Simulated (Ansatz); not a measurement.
# BH6NO2: the cost of one run

Program: Ansatz 0.2.0. Level of theory: RHF/6-31G*. These are calculated values, not measurements.

### Step 1. The starting structure

Bond lengths: B1–O3 1.410 Å, O3–H4 1.010 Å, B1–O5 1.410 Å, O5–H6 1.010 Å, B1–N7 1.850 Å, N7–H8 1.060 Å, N7–H9 1.060 Å. Angles: B1–O3–H4 109.5°, O3–B1–O5 120.0°, O3–B1–N7 96.8°, O5–B1–N7 101.3°, B1–O5–H6 109.5°, B1–N7–H8 120.0°, B1–N7–H9 120.0°, H8–N7–H9 120.0°.

As a file:

```xyz
10

B     0.0000    0.0000    0.0000
H     0.0000    0.0000    1.5400
O     1.2211    0.0000   -0.7050
H     1.5209   -0.9519   -0.8599
O    -1.2211    0.0000   -0.7050
H    -1.7308   -0.8467   -0.4965
N     0.0829    1.7537    0.5833
H     0.4765    1.9752    1.5423
H    -0.2631    2.5370   -0.0414
H     0.0424    0.8968    1.5631
```

### Step 2. Pulling towards end A

Springs on the bonds that form and break draw the guess towards this end; the thresholds are loose.

The input, input.yaml:

```yaml
crystal:
  periodic: [false, false, false]
  atoms:
    - { symbol: B, position_ang: [0.0, 0.0, 0.0] }
    - { symbol: H, position_ang: [0.0, 0.0, 1.54] }
    - { symbol: O, position_ang: [1.2211, 0.0, -0.705] }
    - { symbol: H, position_ang: [1.5209, -0.9519, -0.8599] }
    - { symbol: O, position_ang: [-1.2211, 0.0, -0.705] }
    - { symbol: H, position_ang: [-1.7308, -0.8467, -0.4965] }
    - { symbol: "N", position_ang: [0.0829, 1.7537, 0.5833] }
    - { symbol: H, position_ang: [0.4765, 1.9752, 1.5423] }
    - { symbol: H, position_ang: [-0.2631, 2.537, -0.0414] }
    - { symbol: H, position_ang: [0.0424, 0.8968, 1.5631] }
basis:
  gaussian: { orbitals: "6-31G*" }
hamiltonian:
  xc: hf
relax:
  f_tol: 0.15
  max_steps: 25
  restrain:
    - { distance: [0, 6], at: 2.75, k: 30.0 }
    - { distance: [9, 1], at: 1.86, k: 30.0 }
    - { distance: [0, 1], at: 1.19, k: 30.0 }
    - { distance: [9, 6], at: 1.06, k: 30.0 }
output:
  orbitals: {}
```

Run with:

```
$ ansatz run input.yaml --threads 1 --pin off --max-ram 2048MiB --backend cpu --events-out ev --progress --plain --runs-dir out
```

What time and memory should one allow on 1 thread of Intel Xeon Platinum 8375C at 2.90GHz (Ice Lake), shared host?

About 30 s, with a peak of 0.14 GiB.
